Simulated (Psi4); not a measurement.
# One shape, several levels: triplet CH6O3Sn

Aim: a comparison of 3 runs (U-wB97X/def2-SVP, UCAM-B3LYP/def2-SVP, UM06-2X/def2-SVP) of triplet CH6O3Sn. 

Program for the calculation: Psi4 1.11.

3 further runs of the same task are left out: 2 that didn't finish, 1 set aside as unsound or not needed. Runs told in other sessions of the task aren't counted.

## 1. Starting point

The species is CH6O3Sn (11 atoms), meant as a triplet with charge 0. As SMILES of the parent species, `C[Sn](O)(O)O`. The coordinates come from a PBE0-D4/def2-TZVP relaxation. This is one conformer, not always the lowest. That shape belongs to the parent species and isn't relaxed for this state.

Bond lengths: C1–Sn2 2.109 Å, Sn2–O3 1.959 Å, Sn2–O4 1.959 Å, Sn2–O5 1.959 Å, C1–H6 1.089 Å, C1–H7 1.089 Å, C1–H8 1.089 Å, O3–H9 0.961 Å, O4–H10 0.961 Å, O5–H11 0.961 Å. Some angles: C1–Sn2–O3 112.6°, C1–Sn2–O4 112.6°, C1–Sn2–O5 112.6°, O3–Sn2–O4 106.2°, O3–Sn2–O5 106.2°, O4–Sn2–O5 106.2°, Sn2–C1–H6 109.0°, Sn2–C1–H7 109.1°, Sn2–C1–H8 109.0°, Sn2–O3–H9 111.8°.

## 2. Energy and forces at U-wB97X/def2-SVP (core potential) (run 1)

Contents of calc.inp:

```
memory 2.2 GB

molecule mol {
  0 3
  C     -1.634780     0.821450     0.161210
  Sn     0.242220    -0.121540    -0.023890
  O      0.658370    -1.274060     1.505120
  O      1.718000     1.160190    -0.160160
  O      0.358560    -1.259930    -1.614460
  H     -1.512400     1.751180     0.714920
  H     -2.026840     1.031120    -0.832930
  H     -2.314250     0.158830     0.695300
  H      1.532360    -1.093390     1.861260
  H      2.293460     0.964390    -0.904370
  H      0.685300    -2.138250    -1.402000
  symmetry c1
}

set {
  basis def2-SVP
  reference uks
  puream true
  e_convergence 1e-09
  d_convergence 1e-08
  scf_type pk
  dft_radial_points 99
  dft_spherical_points 590
  maxiter 100
}

energy_value, wavefunction = gradient('wb97x', return_wfn=True)
oeprop(wavefunction, 'MAYER_INDICES', 'WIBERG_LOWDIN_INDICES', 'DIPOLE')
```

Command:

```bash
$ psi4 -n 1 calc.inp calc.out
```

calc.out:

```text
[...]
    !!!  WARNING: ECP capability is in beta. Please check occupations closely.  !!!
[...]
  Running in c1 symmetry.
[...]
  Nuclear repulsion =  302.222051701947294
[...]
  Multiplicity = 3
[...]
  Nalpha       = 30
  Nbeta        = 28
[...]
    Number of basis functions: 112
[...]
   @UKS iter   1:  -480.79515450596159   -1.93902e+00   9.30958e-03 DIIS/ADIIS
[...]
   @UKS iter  31:  -481.25163353330151   -1.09765e-10   6.51684e-09 DIIS
[...]
   @S^2 Observed:                2.021108434E+00
[...]
  @UKS Final Energy:  -481.25163353330151
   => Energetics <=
    Nuclear Repulsion Energy =            302.2220517019472936
    One-Electron Energy =               -1344.6995924251018550
    Two-Electron Energy =                 597.2965822773778655
    DFT Exchange-Correlation Energy =     -36.0706750875248332
    Empirical Dispersion Energy =           0.0000000000000000
    VV10 Nonlocal Energy =                  0.0000000000000000
    Total Energy =                       -481.2516335333015149
  UHF NO Occupations:
  HONO-2 :   28  A 1.9969195
  HONO-1 :   29  A 1.0000000
[...]
 Multipole Moments:
 ------------------------------------------------------------------------------------
     Multipole            Electronic (a.u.)      Nuclear  (a.u.)        Total (a.u.)
 ------------------------------------------------------------------------------------
 L = 1.  Multiply by 2.5417464519 to convert [e a0] to [Debye]
 Dipole X            :          0.0220587           -0.2015278           -0.1794690
 Dipole Y            :         -0.0079241            0.0980447            0.0901206
 Dipole Z            :         -0.0038023            0.0208691            0.0170669
 Magnitude           :                                                    0.2015493
[...]
```

It took 2.8 min on 1 thread of Intel Xeon Platinum 8259CL at 2.50GHz (Skylake/Cascade Lake), shared host; peak memory 1 GiB.

## 3. Energy and gradient at UCAM-B3LYP/def2-SVP (core potential) (run 2)

Contents of job.dat:

```
memory 2200 MB

molecule mol {
  0 3
  C
  Sn 1 2.108701
  O 2 1.959427 1 112.55584
  O 2 1.95942 3 106.2045 1 123.62201
  O 2 1.959434 4 106.1926 3 -112.7706
  H 1 1.089022 2 109.04931 4 -32.86773
  H 1 1.08903 6 109.89108 2 -119.48331
  H 1 1.089035 6 109.88951 7 -121.04142
  H 3 0.960904 2 111.82647 4 -6.31833
  H 4 0.960906 2 111.81589 3 106.52736
  H 5 0.960908 2 111.82382 4 106.52137
  symmetry c1
}

set basis def2-SVP
set reference uks
set puream true
set e_convergence 1e-09
set d_convergence 1e-08
set scf_type pk
set dft_radial_points 99
set dft_spherical_points 590
set maxiter 100

e = gradient("cam-b3lyp")
```

Command:

```bash
$ psi4 job.dat job.out -n 1
```

job.out:

```text
[...]
    !!!  WARNING: ECP capability is in beta. Please check occupations closely.  !!!
[...]
  Running in c1 symmetry.
[...]
  Nuclear repulsion =  302.222059264142786
[...]
  Multiplicity = 3
[...]
  Nalpha       = 30
  Nbeta        = 28
[...]
    Number of basis functions: 112
[...]
   @UKS iter   1:  -480.66920290465771   -1.68655e+00   9.69947e-03 ADIIS/DIIS
[...]
   @UKS iter  26:  -481.17447729583591   -2.77964e-11   9.44844e-09 DIIS
[...]
   @S^2 Observed:                2.017396779E+00
[...]
  @UKS Final Energy:  -481.17447729583591
   => Energetics <=
    Nuclear Repulsion Energy =            302.2220592641427857
    One-Electron Energy =               -1344.6472138292695035
    Two-Electron Energy =                 598.7841936217861303
    DFT Exchange-Correlation Energy =     -37.5335163524951838
    Empirical Dispersion Energy =           0.0000000000000000
    VV10 Nonlocal Energy =                  0.0000000000000000
    Total Energy =                       -481.1744772958359135
  UHF NO Occupations:
  HONO-2 :   28  A 1.9973775
  HONO-1 :   29  A 1.0000000
[...]
 Multipole Moments:
 ------------------------------------------------------------------------------------
     Multipole            Electronic (a.u.)      Nuclear  (a.u.)        Total (a.u.)
 ------------------------------------------------------------------------------------
 L = 1.  Multiply by 2.5417464519 to convert [e a0] to [Debye]
 Dipole X            :         -0.0016225            0.0020151            0.0003925
 Dipole Y            :          0.0027892           -0.0023204            0.0004689
 Dipole Z            :          0.1099949           -0.2250569           -0.1150620
 Magnitude           :                                                    0.1150636
[...]
```

Run time: 2.6 min. Hardware: 1 thread of Intel Xeon Platinum 8259CL at 2.50GHz (Skylake/Cascade Lake), shared host; peak memory 1 GiB.

## 4. Energy and gradient at UM06-2X/def2-SVP (core potential) (run 3)

Contents of input.json:

```json
{
  "schema_name": "qcschema_input",
  "schema_version": 1,
  "molecule": {
    "schema_name": "qcschema_molecule",
    "schema_version": 2,
    "symbols": ["C", "Sn", "O", "O", "O", "H", "H", "H", "H", "H", "H"],
    "geometry": [-3.08928647, 1.55231553, 0.30464275, 0.45772946, -0.22967731, -0.04514556, 1.24413899, -2.40762447, 2.84426458, 3.24654948, 2.19244135, -0.30265854, 0.6775802, -2.38092264, -3.05088724, -2.85802179, 3.30925059, 1.351003, -3.8301725, 1.9485344, -1.57400958, -4.37329868, 0.3001452, 1.31392657, 2.89574072, -2.06620765, 3.51727165, 4.33401128, 1.82243298, -1.70901162, 1.29502931, -4.04070689, -2.64939603],
    "molecular_charge": 0,
    "molecular_multiplicity": 3,
    "fix_symmetry": "c1"
  },
  "driver": "gradient",
  "model": {
    "method": "m06-2x",
    "basis": "def2-SVP"
  },
  "keywords": {
    "reference": "uks",
    "puream": true,
    "e_convergence": 1e-09,
    "d_convergence": 1e-08,
    "scf_type": "pk",
    "dft_radial_points": 99,
    "dft_spherical_points": 590,
    "maxiter": 100,
    "scf_properties": ["WIBERG_LOWDIN_INDICES", "LOWDIN_CHARGES", "QUADRUPOLE"]
  }
}
```

Command:

```bash
$ psi4 --qcschema input.json -n 1 --memory 2200MB
```

stdout:

```text
[...]
    !!!  WARNING: ECP capability is in beta. Please check occupations closely.  !!!
[...]
  Running in c1 symmetry.
[...]
  Nuclear repulsion =  302.222051869139761
[...]
  Multiplicity = 3
[...]
  Nalpha       = 30
  Nbeta        = 28
[...]
    Number of basis functions: 112
[...]
   @UKS iter   1:  -480.63431928571561   -1.63895e+00   9.24873e-03 ADIIS/DIIS
[...]
   @UKS iter  48:  -481.09456090978944    2.85922e-11   7.87868e-09 DIIS
[...]
   @S^2 Observed:                2.020994187E+00
[...]
    Orbital Energies [Eh]
    ---------------------
    Alpha Occupied:
       1A    -19.634839     2A    -19.634283     3A    -19.634188
       4A    -10.581546     5A     -5.336508     6A     -3.652612
       7A     -3.650364     8A     -3.650336     9A     -1.189497
      10A     -1.189405    11A     -1.175019    12A     -1.163506
      13A     -1.163499    14A     -1.095852    15A     -1.061795
      16A     -1.061441    17A     -0.819693    18A     -0.608249
      19A     -0.556627    20A     -0.556331    21A     -0.507747
      22A     -0.507725    23A     -0.476232    24A     -0.444731
      25A     -0.435511    26A     -0.435159    27A     -0.401554
      28A     -0.401173    29A     -0.399404    30A     -0.112118
    Alpha Virtual:
[...]
  @UKS Final Energy:  -481.09456090978944
   => Energetics <=
    Nuclear Repulsion Energy =            302.2220518691397615
    One-Electron Energy =               -1344.1351185685384735
    Two-Electron Energy =                 585.6844261239888283
    DFT Exchange-Correlation Energy =     -24.8659203343794495
    Empirical Dispersion Energy =           0.0000000000000000
    VV10 Nonlocal Energy =                  0.0000000000000000
    Total Energy =                       -481.0945609097893794
  UHF NO Occupations:
  HONO-2 :   28  A 1.9967331
  HONO-1 :   29  A 1.0000000
[...]
```

Wall time 7 min (1 thread of Intel Xeon Platinum 8259CL at 2.50GHz (Skylake/Cascade Lake), shared host); peak memory 0.91 GiB.

## 5. All runs side by side

| run | level | energy (Eh) | dipole moment (D) | HOMO energy (eV) | ⟨S²⟩ | wall time |
| --- | --- | --- | --- | --- | --- | --- |
| 1 | U-wB97X/def2-SVP (core potential) | -481.251634 | 0.51 | -4.18 | 2.021 | 2.8 min |
| 2 | UCAM-B3LYP/def2-SVP (core potential) | -481.174477 | 0.29 | -3.50 | 2.017 | 2.6 min |
| 3 | UM06-2X/def2-SVP (core potential) | -481.094561 | 0.67 | -3.05 | 2.021 | 7 min |

## 6. What came out

| quantity | value |
| --- | --- |
| run 3: total energy | -481.09456 Eh |
| run 3: dipole moment | 0.67 D |
| run 3: HOMO energy (highest over α and β) | -3.05 eV |
| run 3: ⟨S²⟩ | 2.021 |
| run 3: largest force on an atom | 3.956 eV/Å |

The dipole moment (its size) runs from 0.29 D (UCAM-B3LYP/def2-SVP) to 0.67 D (UM06-2X/def2-SVP). Totals of different functionals can't be ranked against each other. All runs together took 12 min, the longest 7 min.
